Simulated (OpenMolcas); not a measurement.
# Si2NH6Cl (SMILES N[SiH]([SiH3])Cl) at 6 levels

Wanted: a comparison of 6 runs (HF/STO-3G, B2PLYP/6-31G*, BHLYP/6-31G*, PBE0/6-31G*, TPSS/6-31G*, CCSD(T)/6-31G*) of Si2NH6Cl. 

Program for the calculation: OpenMolcas 26.06.

## (1) The system as given

The species is Si2NH6Cl (10 atoms), meant as a singlet with charge 0. As SMILES, `N[SiH]([SiH3])Cl`. Geometry: relaxed at PBE0-D4/def2-TZVP. This is one conformer, not always the lowest.

Bond lengths: N1–Si2 1.706 Å, Si2–Si3 2.336 Å, Si2–Cl4 2.083 Å, N1–H5 1.008 Å, N1–H6 1.008 Å, Si2–H7 1.482 Å, Si3–H8 1.486 Å, Si3–H9 1.489 Å, Si3–H10 1.488 Å. Some angles: N1–Si2–Si3 109.4°, N1–Si2–Cl4 114.5°, Si3–Si2–Cl4 106.1°, N1–Si2–H7 107.1°, Si3–Si2–H7 114.7°, Cl4–Si2–H7 105.1°, Si2–N1–H5 120.5°, Si2–N1–H6 120.3°, Si2–Si3–H8 110.2°, Si2–Si3–H9 108.8°.

## (2) Energy and forces at HF/STO-3G (run 1)

test.inp reads:

```
&GATEWAY
 BasLib = $CurrDir
 Coord
 10
 angstrom
 N       -0.500400       1.640400      -0.476600
 Si      -0.088700       0.024400      -0.834700
 Si       0.678000      -1.030800       1.103600
 Cl      -1.669600      -1.135800      -1.538400
 H       -1.066800       1.857300       0.327900
 H       -0.657600       2.302300      -1.220500
 H        0.889100       0.060000      -1.948200
 H        0.872200      -2.482600       0.855100
 H       -0.336100      -0.853800       2.179500
 H        1.962900      -0.432600       1.555400
 Basis = STO-3G
 Group = NoSym

&SEWARD

&SCF
 Thresholds = 1e-10 1e-07 1e-07 1e-05
 PrOrbitals = 1

&ALASKA
```

The basis set STO-3G is read from a file made from the Basis Set Exchange's data (not shown).

On the command line:

```bash
$ export MOLCAS_MEM=1860
$ pymolcas test.inp > test.log
```

Standard output:

```text
--- Start Module: gateway ---
[...]
--- Stop Module: gateway /rc=_RC_ALL_IS_WELL_ ---
[...]
      Basis functions           38
[...]
--- Start Module: scf ---
[...]
       Convergence after  10 Iterations
[...]
::    Total SCF energy                              -1083.1035434642
[...]
      Total spin, S                                     0.0000000000
[...]
      Total electronic charge=   58.000000
      Total            charge=   -0.000000
[...]
      Dipole Moment (debye):
      Origin of the operator (angstrom)=   -0.4256   -0.4005   -0.4612
                   X=  1.6673E+00               Y=  1.8233E+00               Z=  1.2312E+00           Total=  2.7604E+00
      Quadrupole Moment (debye*angstrom):
[...]
 *              Molecular gradients               *
 **************************************************
  Irreducible representation: a
 ------------------------------------------------------------------------------------------
                              X                       Y                       Z
 ------------------------------------------------------------------------------------------
  N1               -7.31129668832087E-03    8.15401884100098E-03    2.82059307641269E-03
  SI2              -4.54288787786314E-02    8.16716078525515E-03   -1.05738641520183E-02
  SI3              -1.05171336568510E-04    2.77436243162565E-03   -7.05644042179010E-03
  CL4               1.20862208049672E-02    3.43942106965400E-03    6.52388172805551E-03
  H5                6.97362620818920E-03   -2.79437123388582E-03   -5.65051152861828E-03
  H6                4.19558541020704E-03   -6.02071323481956E-03    5.73990160124405E-03
  H7                2.08277612190519E-02    9.02391591207530E-04   -2.11959230094436E-02
  H8                3.75065758824933E-03   -3.23443181985921E-02   -5.65375451544087E-03
[...]
```

Run time: 3.6 s. Hardware: 1 thread of AMD EPYC 7R43 (Zen 3), shared host; peak memory 0.37 GiB.

## (3) The energy at B2PLYP/6-31G(d) (spherical functions) (run 2)

struct.xyz reads:

```xyz
10

N     -0.500400     1.640400    -0.476600
Si    -0.088700     0.024400    -0.834700
Si     0.678000    -1.030800     1.103600
Cl    -1.669600    -1.135800    -1.538400
H     -1.066800     1.857300     0.327900
H     -0.657600     2.302300    -1.220500
H      0.889100     0.060000    -1.948200
H      0.872200    -2.482600     0.855100
H     -0.336100    -0.853800     2.179500
H      1.962900    -0.432600     1.555400
```

run.input reads:

```
* ClH6NSi2 Kohn-Sham DFT

&GATEWAY
  BasLib = $CurrDir
  Coord = struct.xyz
  Basis = 6-31Gs
  Group = NoSym

&SEWARD
  GridInput
  Grid=UltraFine
  End of Grid

&SCF
  KSDFT = B2PLYP_SCF
  Thresholds = 1e-10 1e-07 1e-07 1e-05
  PrOrbitals = 1 1

&MBPT2
  Frozen = 16
```

The basis set 6-31G* is read from a file made from the Basis Set Exchange's data (not shown).

On the command line:

```bash
$ export MOLCAS_MEM=1860
$ pymolcas run.input > run.log
```

Standard output:

```text
--- Start Module: gateway ---
[...]
--- Stop Module: gateway /rc=_RC_ALL_IS_WELL_ ---
[...]
      Basis functions           80
[...]
--- Start Module: scf ---
[...]
       Convergence after  13 Iterations
[...]
::    Total KS-DFT energy                           -1096.9193730718
[...]
      Total spin, S                                     0.0000000000
[...]
      Total electronic charge=   58.000000
      Total            charge=   -0.000000
[...]
      Dipole Moment (debye):
      Origin of the operator (angstrom)=   -0.4256   -0.4005   -0.4612
                   X=  4.9593E-01               Y=  2.1580E+00               Z=  7.3538E-01           Total=  2.3331E+00
      Quadrupole Moment (debye*angstrom):
[...]
--- Stop Module: scf /rc=_RC_ALL_IS_WELL_ ---
[...]
--- Start Module: mbpt2 ---
[...]
 ###    WARNING: MP2 implementation intended for RHF references only         ###
 ###############################################################################
MBPT2 WARNING: Reference function according to RunFile:KS-DFT
I'll assume you know what you're doing and continue
WARNING!
Default frozen orbitals as non valence orbitals is overwritten by user input.
Default values:  10
[...]
       Reference weight ( Cref**2 )         =        0.79092
::    Total MBPT2 energy                            -1097.4699848281
[...]
      Total MBPT2 calculations                           0.26      0.31
--- Stop Module: mbpt2 /rc=_RC_ALL_IS_WELL_ ---
[...]
```

It took 29 s on 1 thread of AMD EPYC 7R43 (Zen 3), shared host; peak memory 0.45 GiB.

## (4) Energy and gradient at BHLYP/6-31G(d) (spherical functions) (run 3)

mol.xyz reads:

```xyz
10

N     -0.500400     1.640400    -0.476600
Si    -0.088700     0.024400    -0.834700
Si     0.678000    -1.030800     1.103600
Cl    -1.669600    -1.135800    -1.538400
H     -1.066800     1.857300     0.327900
H     -0.657600     2.302300    -1.220500
H      0.889100     0.060000    -1.948200
H      0.872200    -2.482600     0.855100
H     -0.336100    -0.853800     2.179500
H      1.962900    -0.432600     1.555400
```

job.input reads:

```
* ClH6NSi2 Kohn-Sham DFT
&GATEWAY
BasLib=$CurrDir
Coord=mol.xyz
Basis=6-31Gs
Group=NoSym
&SEWARD
GridInput
Grid=UltraFine
End of Grid
&SCF
KSDFT=HYB_GGA_XC_BHANDHLYP
Thresholds=1e-10 1e-07 1e-07 1e-05
PrOrbitals=1 1
&ALASKA
```

The basis set 6-31G* is read from a file made from the Basis Set Exchange's data (not shown).

On the command line:

```bash
$ export MOLCAS_MEM=1860
$ pymolcas job.input > job.log
```

Standard output:

```text
--- Start Module: gateway ---
[...]
--- Stop Module: gateway /rc=_RC_ALL_IS_WELL_ ---
[...]
      Basis functions           80
[...]
--- Start Module: scf ---
[...]
       Convergence after  13 Iterations
[...]
::    Total KS-DFT energy                           -1097.5213332802
[...]
      Total spin, S                                     0.0000000000
[...]
      Total electronic charge=   58.000000
      Total            charge=   -0.000000
[...]
      Dipole Moment (debye):
      Origin of the operator (angstrom)=   -0.4256   -0.4005   -0.4612
                   X=  4.9979E-01               Y=  2.1528E+00               Z=  7.4005E-01           Total=  2.3307E+00
      Quadrupole Moment (debye*angstrom):
[...]
 *              Molecular gradients               *
 **************************************************
  Irreducible representation: a
 ------------------------------------------------------------------------------------------
                              X                       Y                       Z
 ------------------------------------------------------------------------------------------
  N1                2.85115048237966E-03   -5.05649158801980E-03   -4.10570589097325E-04
  SI2              -7.08574872251511E-03    1.40906043118605E-03    6.69989108820879E-04
  SI3              -6.89089759530859E-04    1.01670680885224E-03   -2.04742977991934E-03
  CL4               3.38638066571662E-03    1.85541725573657E-03    2.11643338358414E-03
  H5               -1.68786472400573E-03    3.12302766743544E-04    2.57697190640149E-03
  H6               -2.86051708538682E-04    1.91497759496695E-03   -2.40622043753769E-03
  H7                2.89956269316294E-03   -8.94098605458415E-07   -3.02345995029363E-03
  H8                2.48353185768102E-04   -3.54557520224841E-03   -8.92895118301429E-04
[...]
```

It took 44 s on 1 thread of AMD EPYC 7R43 (Zen 3), shared host; peak memory 0.45 GiB.

Runs 4 to 5 aren't shown in full; the table further down has their settings and results.

## (5) The energy at CCSD(T)/6-31G(d) (spherical functions) (run 6)

job.inp reads:

```
&GATEWAY
 BasLib=$CurrDir
 Coord
 10
 angstrom
 N       -0.500400       1.640400      -0.476600
 Si      -0.088700       0.024400      -0.834700
 Si       0.678000      -1.030800       1.103600
 Cl      -1.669600      -1.135800      -1.538400
 H       -1.066800       1.857300       0.327900
 H       -0.657600       2.302300      -1.220500
 H        0.889100       0.060000      -1.948200
 H        0.872200      -2.482600       0.855100
 H       -0.336100      -0.853800       2.179500
 H        1.962900      -0.432600       1.555400
 Basis=6-31Gs
 Group=NoSym

&SEWARD

&SCF
 Thresholds=1e-10 1e-07 1e-07 1e-05
 PrOrbitals=1

&RASSCF
 FileOrb=$Project.ScfOrb
 Spin=1
 Nactel=0 0 0
 Inactive=29
 Ras2=0
 OutOrbitals=Canonical
 OrbListing=Nothing

&MOTRA
 JobIph
 Frozen=16

&CCSDT
 CCT
 Triples=2
 Iterations=80
 Accuracy=1e-08
 Extrapolation=5 4
```

The basis set 6-31G* is read from a file made from the Basis Set Exchange's data (not shown).

On the command line:

```bash
$ export MOLCAS_MEM=1860
$ pymolcas job.inp > job.log
```

Standard output:

```text
--- Start Module: gateway ---
[...]
--- Stop Module: gateway /rc=_RC_ALL_IS_WELL_ ---
[...]
      Basis functions           80
[...]
       Convergence after  14 Iterations
[...]
::    Total SCF energy                              -1095.3236037995
[...]
      Total spin, S                                     0.0000000000
[...]
      Number of active orbitals                  0
[...]
      Spin quantum number                      0.0
[...]
      Active orbitals                            0
[...]
      Number of CSFs                             1
[...]
      Number of root(s) required                 1
[...]
      Convergence after  4 iterations
[...]
      Natural orbitals and occupation numbers for root  1
      ************************************************************************************************************************
      *                                                    Final results                                                     *
      ************************************************************************************************************************
[...]
::    RASSCF root number  1 Total energy:  -1095.32360380
[...]
      Total electronic charge=   58.000000
      Total            charge=   -0.000000
[...]
      Dipole Moment (debye):
      Origin of the operator (angstrom)=   -0.4256   -0.4005   -0.4612
                   X=  5.8789E-01               Y=  2.1637E+00               Z=  7.6492E-01           Total=  2.3691E+00
      Quadrupole Moment (debye*angstrom):
[...]
--- Start Module: motra ---
[...]
--- Stop Module: motra /rc=_RC_ALL_IS_WELL_ ---
--- Start Module: ccsdt ---
[...]
      Convergence after                    15  Iterations
      Total energy (diff) :   -1095.82405204      -0.00000001
[...]
 METHOD                       : CCSD+T(CCSD)+<T3(1)WT1> = CCSD(T)
[...]
       CCSD     =     -1095.8240520369714
[...]
```

Wall time 36 s (1 thread of AMD EPYC 7R43 (Zen 3), shared host); peak memory 0.45 GiB.

## (6) All runs side by side

```
run                                 level      task  frozen core orbitals   energy (Eh)  dipole moment (D) of the reference  HOMO energy (eV)  LUMO energy (eV)  wall time
  1                             HF/STO-3G  gradient                     –  -1083.103543                                2.76             -8.55              9.18      3.6 s
  2   B2PLYP/6-31G* (spherical functions)    energy                    16  -1097.068038                                2.33             -8.92              1.38       29 s
  3    BHLYP/6-31G* (spherical functions)  gradient                     –  -1097.521333                                2.33             -8.98              1.08       44 s
  4     PBE0/6-31G* (spherical functions)  gradient                     –  -1097.092403                                2.36             -7.79              0.17       46 s
  5     TPSS/6-31G* (spherical functions)  gradient                     –  -1097.632822                                2.36             -6.48             -0.47       60 s
  6  CCSD(T)/6-31G* (spherical functions)    energy                    16  -1095.836102                                2.37            -10.79              3.31       36 s
```

## (7) Outcome

| quantity | value |
| --- | --- |
| run 6: total energy | -1095.83610 Eh |
| run 6: dipole moment (mean-field density) | 2.37 D |
| run 6: HOMO energy (Hartree–Fock orbitals) | -10.79 eV |
| run 6: LUMO energy (Hartree–Fock orbitals) | 3.31 eV |
| run 6: HOMO–LUMO gap (Hartree–Fock orbitals) | 14.10 eV |
| run 6: correlation energy (16 core orbitals frozen) | -512.5 mEh |
| run 6: (T) correction | -12.05 mEh |

Over runs 1, 2, 3, 4, 5 the dipole moment (its size) runs from 2.33 D (BHLYP/6-31G*) to 2.76 D (HF/STO-3G). The two ends differ in method and basis. Over runs 1, 2, 3, 4, 5 the HOMO–LUMO gap runs from 6.01 eV (TPSS/6-31G*) to 17.73 eV (HF/STO-3G). For B2PLYP the log adds the whole second-order term; the table takes 0.27 of it, as the functional is defined. Totals of different functionals can't be ranked against each other. In run 1 the basis is minimal, so the values are rough. All runs together took 3.6 min, the longest 60 s.
